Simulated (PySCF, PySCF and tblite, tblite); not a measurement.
# C6H10Si: a path driven as a shift of bonds, and NMR exchange, part 2 of 2

PySCF and tblite. Atoms count from 0. The steps go on from the part before.

## Step 13: Shieldings, end: PBE0/pcSseg-1

Job settings and geometry (Å):

```
{"job": {"kind": "nmr", "xc": "PBE0", "basis": "pcSseg-1", "pop": false}, "charge": 0, "multiplicity": 1}
C      2.629440     0.367337    -0.626385
Si     1.496309    -0.836116     0.273310
C     -0.273408    -0.256947     0.254779
C     -1.039665     0.023710     1.342637
C     -2.369911     0.460615     0.929568
C     -2.433078     0.452349    -0.419603
C     -1.118380    -0.000575    -0.965171
H      3.673598     0.019517    -0.603302
H      2.585768     1.364552    -0.162265
H      2.330179     0.468169    -1.681734
H      1.610817    -2.179431    -0.384554
H      1.917225    -0.980668     1.702437
H     -1.222351    -0.907960    -1.589485
H     -0.717200    -0.062512     2.383153
H     -3.173248     0.744318     1.611780
H     -3.291872     0.726702    -1.034019
H     -0.665760     0.760802    -1.628364
```

Standard output:

```text
coarse grid: 14344 points
cycle   1  E = -523.5801241572  dE =  7.279e-01  |g| = 4.437e-01  |ddm| = 3.700e+00
cycle   2  E = -523.5654658361  dE =  1.466e-02  |g| = 5.079e-01  |ddm| = 9.032e-01
cycle   3  E = -523.6331955902  dE = -6.773e-02  |g| = 4.738e-02  |ddm| = 5.076e-01
cycle   4  E = -523.6334185278  dE = -2.229e-04  |g| = 3.707e-02  |ddm| = 7.250e-02
cycle   5  E = -523.6337677997  dE = -3.493e-04  |g| = 7.004e-03  |ddm| = 3.735e-02
cycle   6  E = -523.6337799250  dE = -1.213e-05  |g| = 1.929e-03  |ddm| = 8.624e-03
cycle   7  E = -523.6337808167  dE = -8.917e-07  |g| = 4.749e-04  |ddm| = 1.890e-03
final grid: 132896 points
cycle   8  E = -523.6750377821  dE = -2.499e-05  |g| = 7.323e-03  |ddm| = 3.067e-02
cycle   9  E = -523.6750318356  dE =  5.947e-06  |g| = 8.845e-03  |ddm| = 1.472e-02
cycle  10  E = -523.6750522045  dE = -2.037e-05  |g| = 6.353e-04  |ddm| = 7.978e-03
cycle  11  E = -523.6750522677  dE = -6.324e-08  |g| = 3.720e-04  |ddm| = 8.699e-04
cycle  12  E = -523.6750523043  dE = -3.654e-08  |g| = 4.544e-05  |ddm| = 3.736e-04
cycle  13  E = -523.6750523047  dE = -4.379e-10  |g| = 1.698e-05  |ddm| = 6.443e-05
converged SCF energy = -523.6750523047

GIAO shielding tensors (ppm)
atom      isotropic    diamagn.    paramagn.     s11        s22        s33       span
  0 C      188.575     253.864     -65.290    184.652    186.635    194.437      9.785
  1 Si     398.499     881.611    -483.112    364.244    402.957    428.297     64.054
  2 C       36.568     259.278    -222.710    -65.425      9.174    165.956    231.381
  3 C       29.675     252.204    -222.529    -80.323     37.888    131.458    211.781
  4 C       43.427     255.190    -211.764    -60.935     49.076    142.139    203.074
  5 C       35.369     256.792    -221.423    -74.284     30.620    149.770    224.054
  6 C      136.331     248.511    -112.180    121.999    135.222    151.773     29.774
  7 H       31.002      27.702       3.300     26.605     27.520     38.881     12.276
  8 H       31.043      30.993       0.050     26.983     28.893     37.254     10.271
  9 H       30.905      31.189      -0.283     26.113     29.406     37.197     11.083
 10 H       26.660      29.236      -2.576     23.758     24.891     31.331      7.572
 11 H       26.720      29.724      -3.003     22.952     25.770     31.438      8.486
 12 H       28.188      29.476      -1.288     23.092     27.542     33.930     10.838
 13 H       24.083      32.463      -8.380     21.893     22.540     27.816      5.924
 14 H       24.523      29.995      -5.472     23.100     23.571     26.899      3.799
 15 H       24.267      29.928      -5.661     23.217     23.909     25.675      2.457
 16 H       28.167      30.670      -2.503     22.573     28.461     33.467     10.894
```

Run time: 31 s. Hardware: 1 thread of Arm Neoverse N1, shared host; peak memory 0.77 GiB.

Key values: HOMO -6.48 eV, LUMO -0.89 eV; dipole 1.05 D.

## Step 14: Kinetics and line shapes

Job settings and geometry (Å):

```
{"job": {"smiles": "C[SiH2]C1C=CC=C1", "charge": 0, "mult": 1, "motion": "shift", "what": "ring whizzing, 1,2-shift on cyclopentadiene", "atoms": [12, 2, 6], "drives": [{"terms": [["d", [12, 2], 1], ["d", [12, 6], -1]], "neg": true, "n": 14}], "study": "path", "level": {"kind": "nmr", "xc": "PBE0", "basis": "pcSseg-1"}, "fields": [80, 200, 600], "first": 5, "seed": 796, "refine": {"xc": "PBE0", "basis": "def2-SVP"}, "kind": "path"}, "charge": 0, "multiplicity": 1}
C      1.921519     0.780811    -0.219917
Si     1.322324    -1.007023    -0.044712
C     -0.599813    -1.049917     0.124711
C     -0.978643    -0.186502     1.261279
C     -1.589485     0.919397     0.794123
C     -1.712568     0.819322    -0.633007
C     -1.177082    -0.347957    -1.039300
H      3.002130     0.821134    -0.316595
H      1.642134     1.376367     0.644568
H      1.490837     1.256551    -1.096417
H      1.683873    -1.801916    -1.226334
H      1.890330    -1.637349     1.154803
H     -0.889980    -2.093216     0.223127
H     -0.755790    -0.424857     2.285519
H     -1.950375     1.750209     1.375190
H     -2.177060     1.565888    -1.253622
H     -1.129350    -0.728914    -2.043323
```

Standard output:

```text
stationary points (kcal/mol above the start)
  n  kind          group   xTB      DFT    lowest mode
  0  minimum      Cs       0.00     0.00      49.9
  1  saddle       C1      28.09    27.11   -1093.4
  2  minimum      C1       1.69     2.19      23.1

GFN2-xTB energies: T/K, barrier G, reaction G (kcal/mol), k forward, k back (1/s)
 150.00    25.51     1.54    4.2e-25   3.68e-23
 200.00    25.50     1.49   1.14e-15   2.45e-14
 250.00    25.49     1.44   5.48e-10   4.94e-09
 298.15    25.48     1.37   2.63e-06   1.33e-05
 350.00    25.47     1.30    0.00181    0.00586
 400.00    25.47     1.22      0.201      0.468
 500.00    25.49     1.07        150        219

PBE0-D3(BJ)/def2-SVP energies: T/K, barrier G, reaction G (kcal/mol), k forward, k back (1/s)
 150.00    23.72     2.39   1.73e-22   2.63e-19
 200.00    23.70     2.34   1.05e-13   1.91e-11
 250.00    23.69     2.29   2.03e-08   1.01e-06
 298.15    23.68     2.22   5.44e-05    0.00116
 350.00    23.68     2.15     0.0239      0.263
 400.00    23.68     2.07       1.92       13.1
 500.00    23.70     1.92        912   3.14e+03

PBE0/pcSseg-1 + D3(BJ) energies: T/K, barrier G, reaction G (kcal/mol), k forward, k back (1/s)
 150.00    24.53     2.04   1.13e-23   5.24e-21
 200.00    24.52     1.99   1.35e-14   1.01e-12
 250.00    24.50     1.93   3.95e-09   9.67e-08
 298.15    24.50     1.87   1.38e-05   0.000162
 350.00    24.49     1.80    0.00743     0.0491
 400.00    24.49     1.72      0.691       3.01
 500.00    24.51     1.56        402        969
```

Wall time 14 min (1 thread of Arm Neoverse N1, shared host); peak memory 0.85 GiB. This counts the whole study up to here.

Barriers by level (kcal/mol; entropies in cal/(mol K)). Zero-point and thermal terms come from xTB in every row. ΔG‡ leaves symmetry out; the rate counts equivalent paths (a factor of 2); effective ΔG‡, where given, is the barrier that would give that rate by Eyring's equation alone:

| level | ΔE‡ | with zero-point | ΔH‡ | ΔS‡ | ΔG‡ (298 K) | ΔE of reaction | k at 298 K (1/s) | effective ΔG‡ |
| --- | --- | --- | --- | --- | --- | --- | --- | --- |
| GFN2-xTB | 28.09 | 25.57 | 25.47 | 0.0 | 25.48 | 1.69 | 2.6e-06 | 25.07 |
| PBE0-D3(BJ)/def2-SVP | 26.30 | 23.77 | 23.68 | 0.0 | 23.68 | 2.54 | 5.4e-05 | 23.27 |
| PBE0/pcSseg-1 + D3(BJ) | 27.11 | 24.59 | 24.49 | 0.0 | 24.50 | 2.19 | 1.4e-05 | 24.09 |

Sites that the driver pairs across this motion, and where their lines would merge (no couplings; faster rotations or exchange between molecules can average them sooner):

| nucleus | sites: shielding (ppm) | proton frequency (MHz) | spread (Hz) | coalescence (K) | lines at 298 K |
| --- | --- | --- | --- | --- | --- |
| ¹³C | C3, C6: 43.6; C3 (end): 29.7; C6 (end): 136.3 | 600 | 16095 | 586 | 3 |
| ¹³C | C2: 134.2; C2 (end): 36.6 | 600 | 14727 | 586 | – |
| ¹H | H13, H16: 24.63; H13 (end): 24.08; H16 (end): 28.17 | 600 | 2450 | 535 | 3 |
| ¹³C | C4, C5: 46.0; C4 (end): 43.4; C5 (end): 35.4 | 600 | 1611 | 528 | 3 |
| ¹³C | C0: 199.1; C0 (end): 188.6 | 600 | 1586 | 527 | – |
| ²⁹Si | Si1: 392.9; Si1 (end): 398.5 | 600 | 666 | 507 | – |
| ¹H | H12: 27.44; H12 (end): 28.19 | 600 | 450 | 499 | – |
| ¹H | H7, H8, H9: 31.71; H7, H8, H9 (end): 30.98 | 600 | 435 | 498 | – |

Rows that set an atom against itself at the end compare its shielding in the two forms.

## Step 15: Summary of results

The summary covers parts 1 to 2.

```
                               quantity                               value
       barrier (PBE0/pcSseg-1 + D3(BJ))  ΔE‡ 27.1, ΔG‡(298 K) 24.5 kcal/mol
                     barrier (GFN2-xTB)                   ΔE‡ 28.1 kcal/mol
                          rate at 298 K                         1.4e-05 s⁻¹
                        end of the path         2.2 kcal/mol from the start
                  coalescence of ¹³C C3                    586 K at 600 MHz
stages that failed or stayed incomplete                                   1
```

What this shows: The barrier is 27.1 kcal/mol at the DFT level (xTB: 28.1); with thermal terms and the count of paths the DFT value gives a rate of 1.4e-05 s⁻¹ at 298 K. An error of 1.4 kcal/mol changes that rate tenfold. The ¹³C lines of C3 and its partners, 16095 Hz apart at 600 MHz, merge at 586 K, so by this path alone the exchange at 298 K is slow for them; other paths were not followed. It was not proven that each saddle links the two ends. The moving atom is hydrogen and the barrier is narrow, so tunnelling, which is left out, should speed the exchange.
